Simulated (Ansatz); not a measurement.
# ZrH3 (doublet): the correlation ladder, def2-TZVPP

The task here is to estimate one member of a computed series from the others.

The runs use Ansatz 0.2.0, Gaussian basis; def2-TZVPP, core rule «outside noble gas», up to 4 orbitals frozen.

The runs, in order: UHF; ROHF; CCSD(T) on UHF.

2 further runs of the same task are left out: 2 set aside as unsound or not needed.

## The system

The geometry is a PBE0/def2-TZVP stationary point (not a proven minimum). No spin-orbit coupling is included. Elements past krypton take def2 core potentials.

4 atoms, charge 0, spin multiplicity 2.

Atoms are counted from 1 here; the program's logs count them from 0.

Bond lengths: Zr1–H2 1.860 Å, Zr1–H3 1.860 Å, Zr1–H4 1.860 Å. Angles: H2–Zr1–H3 120.0°, H2–Zr1–H4 120.0°, H3–Zr1–H4 120.0°.

The first run:

The input, in.yaml:

```yaml
crystal:
  periodic: [false, false, false]
  atoms:
    - {symbol: Zr, position_ang: [0.000000, 0.000000, 0.000000]}
    - {symbol: H, position_ang: [1.859864, 0.018007, 0.007700]}
    - {symbol: H, position_ang: [-0.945522, 1.601699, -0.004900]}
    - {symbol: H, position_ang: [-0.914341, -1.619706, -0.002800]}
basis:
  gaussian: {orbitals: def2-TZVPP}
magnetization: {spin_polarized: true, initial_magnetization: 1}
hamiltonian: {xc: hf}
output: {orbitals: {seedname: orbitals}}
```

On the command line:

```bash
$ ansatz run in.yaml --threads 1 --pin off --events-out ev --progress --plain --max-ram 4096MiB --backend cpu
```

Among the steps run: UHF; ROHF; CCSD(T) on UHF.

One of the session's tables, all rows but one given; the rest of the session is left out.

It belongs to the step «Misses and costs». 

| method | from UCCSD(T) (meV) |
| --- | --- |
| ROHF | +3694.1 |
| UHF | +3625.9 |
| UMP2 | ? |
| UCCSD | +81.8 |
| UCCSD(T) | 0 |

Q: Estimate the row for UMP2 from the others.

**Answer.** from UCCSD(T) (meV): +761.7. In the column «from UCCSD(T) (meV)» it lies between UCCSD (+81.8) and UHF (+3625.9).

With the free atoms at the same levels and basis (separate runs), the atomisation energy is 8.861 eV at UCCSD(T), 6.954 eV at ROHF.
